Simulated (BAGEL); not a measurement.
# C2H6AlF (SMILES [CH3][Al]([CH3])[F]): levels of theory compared

We compute a comparison of 4 runs (B3LYP/6-31G*, B3LYP/def2-SVP, PBE0/def2-SVP, RI-MP2/def2-SVP) of C2H6AlF. 

Program for the calculation: BAGEL 1.2.2.

## Step 1: Starting point

The species is C2H6AlF (10 atoms), meant as a singlet with charge 0. As SMILES, `[CH3][Al]([CH3])[F]`. The shape is that of a PBE0-D4/def2-TZVP optimisation.

Bond lengths: C1–Al2 1.943 Å, Al2–C3 1.942 Å, Al2–F4 1.659 Å, C1–H5 1.092 Å, C1–H6 1.095 Å, C1–H7 1.095 Å, C3–H8 1.095 Å, C3–H9 1.093 Å, C3–H10 1.095 Å. Some angles: C1–Al2–C3 126.3°, C1–Al2–F4 117.4°, C3–Al2–F4 116.3°, Al2–C1–H5 112.4°, Al2–C1–H6 110.9°, Al2–C1–H7 111.1°, Al2–C3–H8 110.9°, Al2–C3–H9 112.6°, Al2–C3–H10 110.9°, H5–C1–H6 107.9°.

## Step 2: The energy at B3LYP/6-31G(d) (density fitting with qzvpp-jkfit, spherical functions) (run 1)

The input, job.json:

```json
{ "bagel": [

{
  "title": "molecule",
  "basis": "6-31gs.json",
  "df_basis": "qzvpp-jkfit",
  "angstrom": "true",
  "geometry": [
    { "atom": "C", "xyz": [      -0.566700,       1.412600,      -0.858500 ] },
    { "atom": "Al", "xyz": [      -0.288600,      -0.445300,      -0.364300 ] },
    { "atom": "C", "xyz": [       0.794700,      -1.093100,       1.112200 ] },
    { "atom": "F", "xyz": [      -1.047300,      -1.600600,      -1.281300 ] },
    { "atom": "H", "xyz": [      -1.184400,       1.517100,      -1.752900 ] },
    { "atom": "H", "xyz": [      -1.054000,       1.963400,      -0.046800 ] },
    { "atom": "H", "xyz": [       0.387100,       1.917300,      -1.043800 ] },
    { "atom": "H", "xyz": [       0.189400,      -1.676700,       1.813200 ] },
    { "atom": "H", "xyz": [       1.269800,      -0.283800,       1.672000 ] },
    { "atom": "H", "xyz": [       1.583200,      -1.762300,       0.753400 ] }
  ]
},

{ "title": "ks", "xc_func": "b3lyp" },

{ "title": "print", "file": "orbitals.molden", "orbitals": "true" }

]}
```

The basis set 6-31G* is read from a file made from the Basis Set Exchange's data (not shown).

Command:

```sh
$ BAGEL_NUM_THREADS=1 BAGEL job.json > job.out
```

The log of the run:

```text
* using 1 threads per process

  ===============================================================
  ===============================================================

  *** Geometry ***

  { "atom" : "C", "xyz" : [     -1.070908,      2.669427,     -1.622330 ] },
  { "atom" : "Al", "xyz" : [     -0.545375,     -0.841495,     -0.688427 ] },
  { "atom" : "C", "xyz" : [      1.501765,     -2.065660,      2.101753 ] },
  { "atom" : "F", "xyz" : [     -1.979110,     -3.024696,     -2.421306 ] },
  { "atom" : "H", "xyz" : [     -2.238192,      2.866904,     -3.312501 ] },
  { "atom" : "H", "xyz" : [     -1.991771,      3.710288,     -0.088439 ] },
  { "atom" : "H", "xyz" : [      0.731513,      3.623172,     -1.972496 ] },
  { "atom" : "H", "xyz" : [      0.357914,     -3.168504,      3.426451 ] },
  { "atom" : "H", "xyz" : [      2.399574,     -0.536304,      3.159622 ] },
  { "atom" : "H", "xyz" : [      2.991814,     -3.330264,      1.423720 ] },

  Number of auxiliary basis functions:      463

  Since a DF basis is specified, we compute 2- and 3-index integrals:
    o Being stored without compression. Storage requirement is 0.019 GB

  Number of basis functions:       72
  Number of electrons      :       40

    * METHOD: MOLECULE                             0.34

  *** Kohn-Sham DFT ***

    * Removing 17749 points whose weight is below 1.00e-10
    * Grid points: 131311

  === Nuclear Repulsion ===
   153.3243747106

       - DIIS with orbital gradients will be used.

  === KS iteration (b3lyp / 6-31gs.json) ===
      0       -387.81065630          0.12574394           0.52
      1       -327.76499459          0.17899597           0.50
      2       -335.50480054          0.19784491           0.50
      3       -400.06999657          0.18336577           0.50
      4       -419.15056522          0.07386083           0.50
      5       -421.90558272          0.02199334           0.50
      6       -422.05434685          0.01794282           0.50
      7       -422.18328511          0.00307581           0.50
      8       -422.18613870          0.00170825           0.50
      9       -422.18712944          0.00078880           0.50
     10       -422.18737327          0.00003569           0.50
     11       -422.18737376          0.00001094           0.50
     12       -422.18737380          0.00000320           0.50
     13       -422.18737381          0.00000142           0.51
     14       -422.18737381          0.00000045           0.51
     15       -422.18737381          0.00000008           0.50
     16       -422.18737381          0.00000004           0.50
     17       -422.18737381          0.00000001           0.50
    * SCF iteration converged.

    * Permanent dipole moment:
           (   -0.322472,    -0.485971,    -0.391082) a.u.

    * METHOD: KS                                  10.05

    * METHOD: PRINT                                0.02

  ===============================================================
```

It took 11 s on 1 thread of Arm Neoverse N1, shared host; peak memory 0.45 GiB.

## Step 3: The energy at B3LYP/def2-SVP (density fitting with qzvpp-jkfit) (run 2)

The input, job.json:

```json
{ "bagel" : [

{
  "title" : "molecule",
  "basis" : "svp",
  "df_basis" : "qzvpp-jkfit",
  "angstrom" : true,
  "geometry" : [
    { "atom" : "C", "xyz" : [   -0.566700,    1.412600,   -0.858500 ] },
    { "atom" : "Al", "xyz" : [   -0.288600,   -0.445300,   -0.364300 ] },
    { "atom" : "C", "xyz" : [    0.794700,   -1.093100,    1.112200 ] },
    { "atom" : "F", "xyz" : [   -1.047300,   -1.600600,   -1.281300 ] },
    { "atom" : "H", "xyz" : [   -1.184400,    1.517100,   -1.752900 ] },
    { "atom" : "H", "xyz" : [   -1.054000,    1.963400,   -0.046800 ] },
    { "atom" : "H", "xyz" : [    0.387100,    1.917300,   -1.043800 ] },
    { "atom" : "H", "xyz" : [    0.189400,   -1.676700,    1.813200 ] },
    { "atom" : "H", "xyz" : [    1.269800,   -0.283800,    1.672000 ] },
    { "atom" : "H", "xyz" : [    1.583200,   -1.762300,    0.753400 ] }
  ]
},
{ "title" : "ks", "xc_func" : "b3lyp" },
{ "title" : "print", "file" : "orbitals.molden", "orbitals" : true }

]}
```

Command:

```sh
$ BAGEL_NUM_THREADS=1 BAGEL job.json > job.out
```

The log of the run:

```text
* using 1 threads per process

  ===============================================================
  ===============================================================

  *** Geometry ***

  { "atom" : "C", "xyz" : [     -1.070908,      2.669427,     -1.622330 ] },
  { "atom" : "Al", "xyz" : [     -0.545375,     -0.841495,     -0.688427 ] },
  { "atom" : "C", "xyz" : [      1.501765,     -2.065660,      2.101753 ] },
  { "atom" : "F", "xyz" : [     -1.979110,     -3.024696,     -2.421306 ] },
  { "atom" : "H", "xyz" : [     -2.238192,      2.866904,     -3.312501 ] },
  { "atom" : "H", "xyz" : [     -1.991771,      3.710288,     -0.088439 ] },
  { "atom" : "H", "xyz" : [      0.731513,      3.623172,     -1.972496 ] },
  { "atom" : "H", "xyz" : [      0.357914,     -3.168504,      3.426451 ] },
  { "atom" : "H", "xyz" : [      2.399574,     -0.536304,      3.159622 ] },
  { "atom" : "H", "xyz" : [      2.991814,     -3.330264,      1.423720 ] },

  Number of auxiliary basis functions:      463

  Since a DF basis is specified, we compute 2- and 3-index integrals:
    o Being stored without compression. Storage requirement is 0.030 GB

  Number of basis functions:       90
  Number of electrons      :       40

    * METHOD: MOLECULE                             0.35

  *** Kohn-Sham DFT ***

    * Removing 17749 points whose weight is below 1.00e-10
    * Grid points: 131311

  === Nuclear Repulsion ===
   153.3243747106

       - DIIS with orbital gradients will be used.

  === KS iteration (b3lyp / svp) ===
      0       -387.45573881          0.10697554           0.63
      1       -325.20020973          0.17042795           0.60
      2       -327.84445394          0.22821127           0.60
      3       -391.00461135          0.12274999           0.60
      4       -420.25947526          0.05602798           0.60
      5       -416.25489044          0.07531034           0.60
      6       -421.75868218          0.01909271           0.60
      7       -421.90427223          0.01330633           0.60
      8       -421.99501510          0.00157042           0.60
      9       -421.99654907          0.00052079           0.60
     10       -421.99665395          0.00018197           0.60
     11       -421.99666776          0.00006079           0.60
     12       -421.99666949          0.00001156           0.60
     13       -421.99666953          0.00000780           0.60
     14       -421.99666956          0.00000109           0.60
     15       -421.99666956          0.00000016           0.60
     16       -421.99666956          0.00000006           0.60
     17       -421.99666956          0.00000002           0.60
     18       -421.99666956          0.00000001           0.60
    * SCF iteration converged.

    * Permanent dipole moment:
           (   -0.326279,    -0.492776,    -0.395260) a.u.

    * METHOD: KS                                  12.58

    * METHOD: PRINT                                0.03

  ===============================================================
```

It took 13 s on 1 thread of Arm Neoverse N1, shared host; peak memory 0.53 GiB.

## Step 4: A single-point energy at PBE0/def2-SVP (density fitting with qzvpp-jkfit) (run 3)

The input, calc.json:

```json
{ "bagel" : [

{
  "title" : "molecule",
  "basis" : "svp",
  "df_basis" : "qzvpp-jkfit",
  "angstrom" : "true",
  "geometry" : [
    { "atom" : "C", "xyz" : [   -0.566700,    1.412600,   -0.858500 ] },
    { "atom" : "Al", "xyz" : [   -0.288600,   -0.445300,   -0.364300 ] },
    { "atom" : "C", "xyz" : [    0.794700,   -1.093100,    1.112200 ] },
    { "atom" : "F", "xyz" : [   -1.047300,   -1.600600,   -1.281300 ] },
    { "atom" : "H", "xyz" : [   -1.184400,    1.517100,   -1.752900 ] },
    { "atom" : "H", "xyz" : [   -1.054000,    1.963400,   -0.046800 ] },
    { "atom" : "H", "xyz" : [    0.387100,    1.917300,   -1.043800 ] },
    { "atom" : "H", "xyz" : [    0.189400,   -1.676700,    1.813200 ] },
    { "atom" : "H", "xyz" : [    1.269800,   -0.283800,    1.672000 ] },
    { "atom" : "H", "xyz" : [    1.583200,   -1.762300,    0.753400 ] }
  ]
},
{ "title" : "ks", "xc_func" : "pbe0" },
{ "title" : "print", "file" : "orbitals.molden", "orbitals" : "true" }

]}
```

Command:

```sh
$ BAGEL_NUM_THREADS=1 BAGEL calc.json > calc.out
```

The log of the run:

```text
* using 1 threads per process

  ===============================================================
  ===============================================================

  *** Geometry ***

  { "atom" : "C", "xyz" : [     -1.070908,      2.669427,     -1.622330 ] },
  { "atom" : "Al", "xyz" : [     -0.545375,     -0.841495,     -0.688427 ] },
  { "atom" : "C", "xyz" : [      1.501765,     -2.065660,      2.101753 ] },
  { "atom" : "F", "xyz" : [     -1.979110,     -3.024696,     -2.421306 ] },
  { "atom" : "H", "xyz" : [     -2.238192,      2.866904,     -3.312501 ] },
  { "atom" : "H", "xyz" : [     -1.991771,      3.710288,     -0.088439 ] },
  { "atom" : "H", "xyz" : [      0.731513,      3.623172,     -1.972496 ] },
  { "atom" : "H", "xyz" : [      0.357914,     -3.168504,      3.426451 ] },
  { "atom" : "H", "xyz" : [      2.399574,     -0.536304,      3.159622 ] },
  { "atom" : "H", "xyz" : [      2.991814,     -3.330264,      1.423720 ] },

  Number of auxiliary basis functions:      463

  Since a DF basis is specified, we compute 2- and 3-index integrals:
    o Being stored without compression. Storage requirement is 0.030 GB

  Number of basis functions:       90
  Number of electrons      :       40

    * METHOD: MOLECULE                             0.35

  *** Kohn-Sham DFT ***

    * Removing 17749 points whose weight is below 1.00e-10
    * Grid points: 131311

  === Nuclear Repulsion ===
   153.3243747106

       - DIIS with orbital gradients will be used.

  === KS iteration (pbe0 / svp) ===
      0       -387.17757117          0.10677589           0.61
      1       -325.79279476          0.16883789           0.58
      2       -353.32629111          0.17604182           0.58
      3       -404.25905063          0.14269735           0.58
      4       -408.01721461          0.10871068           0.59
      5       -420.55223712          0.03939578           0.58
      6       -421.32896621          0.02534276           0.59
      7       -421.63612999          0.00643081           0.58
      8       -421.65958073          0.00140577           0.58
      9       -421.66047632          0.00059618           0.58
     10       -421.66067269          0.00008162           0.58
     11       -421.66067571          0.00001404           0.58
     12       -421.66067580          0.00000455           0.59
     13       -421.66067580          0.00000313           0.58
     14       -421.66067581          0.00000029           0.58
     15       -421.66067581          0.00000015           0.58
     16       -421.66067581          0.00000005           0.58
     17       -421.66067581          0.00000002           0.58
     18       -421.66067581          0.00000000           0.59
    * SCF iteration converged.

    * Permanent dipole moment:
           (   -0.337150,    -0.508073,    -0.408624) a.u.

    * METHOD: KS                                  12.24

    * METHOD: PRINT                                0.03

  ===============================================================
```

Wall time 13 s (1 thread of Arm Neoverse N1, shared host); peak memory 0.53 GiB.

## Step 5: A single-point energy at RI-MP2/def2-SVP (density fitting with qzvpp-jkfit) (run 4)

The input, job.json:

```json
{ "bagel" : [

{
  "title" : "molecule",
  "basis" : "svp",
  "df_basis" : "qzvpp-jkfit",
  "angstrom" : true,
  "geometry" : [
    { "atom" : "C", "xyz" : [      -0.566700,       1.412600,      -0.858500 ] },
    { "atom" : "Al", "xyz" : [      -0.288600,      -0.445300,      -0.364300 ] },
    { "atom" : "C", "xyz" : [       0.794700,      -1.093100,       1.112200 ] },
    { "atom" : "F", "xyz" : [      -1.047300,      -1.600600,      -1.281300 ] },
    { "atom" : "H", "xyz" : [      -1.184400,       1.517100,      -1.752900 ] },
    { "atom" : "H", "xyz" : [      -1.054000,       1.963400,      -0.046800 ] },
    { "atom" : "H", "xyz" : [       0.387100,       1.917300,      -1.043800 ] },
    { "atom" : "H", "xyz" : [       0.189400,      -1.676700,       1.813200 ] },
    { "atom" : "H", "xyz" : [       1.269800,      -0.283800,       1.672000 ] },
    { "atom" : "H", "xyz" : [       1.583200,      -1.762300,       0.753400 ] }
  ]
},

{ "title" : "hf" },

{ "title" : "mp2", "ncore" : 8 }

]}
```

Command:

```sh
$ BAGEL_NUM_THREADS=1 BAGEL job.json > job.out
```

The log of the run:

```text
* using 1 threads per process

  ===============================================================
  ===============================================================

  *** Geometry ***

  { "atom" : "C", "xyz" : [     -1.070908,      2.669427,     -1.622330 ] },
  { "atom" : "Al", "xyz" : [     -0.545375,     -0.841495,     -0.688427 ] },
  { "atom" : "C", "xyz" : [      1.501765,     -2.065660,      2.101753 ] },
  { "atom" : "F", "xyz" : [     -1.979110,     -3.024696,     -2.421306 ] },
  { "atom" : "H", "xyz" : [     -2.238192,      2.866904,     -3.312501 ] },
  { "atom" : "H", "xyz" : [     -1.991771,      3.710288,     -0.088439 ] },
  { "atom" : "H", "xyz" : [      0.731513,      3.623172,     -1.972496 ] },
  { "atom" : "H", "xyz" : [      0.357914,     -3.168504,      3.426451 ] },
  { "atom" : "H", "xyz" : [      2.399574,     -0.536304,      3.159622 ] },
  { "atom" : "H", "xyz" : [      2.991814,     -3.330264,      1.423720 ] },

  Number of auxiliary basis functions:      463

  Since a DF basis is specified, we compute 2- and 3-index integrals:
    o Being stored without compression. Storage requirement is 0.030 GB

  Number of basis functions:       90
  Number of electrons      :       40

    * METHOD: MOLECULE                             0.35

  *** RHF ***

  === Nuclear Repulsion ===
   153.3243747106

      * DIIS with orbital gradients will be used.

  === RHF iteration (svp) ===
      0       -420.22274315          0.01943873           0.09
      1       -420.39937909          0.01045041           0.09
      2       -420.46139871          0.00157487           0.09
      3       -420.46300027          0.00062072           0.09
      4       -420.46323847          0.00005570           0.09
      5       -420.46324270          0.00000935           0.09
      6       -420.46324283          0.00000194           0.09
      7       -420.46324284          0.00000043           0.09
      8       -420.46324284          0.00000010           0.09
      9       -420.46324284          0.00000002           0.09
     10       -420.46324284          0.00000001           0.09
    * SCF iteration converged.

    * Permanent dipole moment:
           (   -0.357435,    -0.541077,    -0.431545) a.u.

    * METHOD: HF                                   1.20

  *** RHF ***

  === Nuclear Repulsion ===
   153.3243747106

      * DIIS with orbital gradients will be used.

  === RHF iteration (svp) ===
      0       -420.46324284          0.00000000           0.08
    * SCF iteration converged.

    * Permanent dipole moment:
           (   -0.357435,    -0.541077,    -0.431545) a.u.

  === DF-MP2 calculation ===

    * freezing 8 orbitals
    * 3-index integral transformation done
    * assembly done

      MP2 correlation energy:   -0.5416978129      0.06

      MP2 total energy:       -421.0049406489

    * METHOD: MP2                                  0.25

  ===============================================================
```

It took 2 s on 1 thread of Arm Neoverse N1, shared host; peak memory 0.12 GiB.

## Step 6: All runs side by side

```tsv
run	level	frozen core orbitals	energy (Eh)	dipole moment (D)	HOMO energy (eV)	LUMO energy (eV)	wall time
1	B3LYP/6-31G* (density fitting with qzvpp-jkfit, spherical functions)	–	-422.187374	1.78	-7.43	-0.33	11 s
2	B3LYP/def2-SVP (density fitting with qzvpp-jkfit)	–	-421.996670	1.81	-7.61	-0.39	13 s
3	PBE0/def2-SVP (density fitting with qzvpp-jkfit)	–	-421.660676	1.87	-7.87	-0.15	13 s
4	RI-MP2/def2-SVP (density fitting with qzvpp-jkfit)	8	-421.004941	–	–	–	2 s
```

## Step 7: Outcome

```
                                          quantity          value
                               run 4: total energy  -421.00494 Eh
run 4: correlation energy (8 core orbitals frozen)     -541.7 mEh
```

What this shows: Over runs 1, 2, 3 the dipole moment (its size) runs from 1.78 D (B3LYP/6-31G*) to 1.87 D (PBE0/def2-SVP). The two ends differ in method and basis. Over runs 1, 2, 3 the HOMO–LUMO gap runs from 7.10 eV (B3LYP/6-31G*) to 7.72 eV (PBE0/def2-SVP). Totals of different functionals can't be ranked against each other. All runs together took 39 s, the longest 13 s.
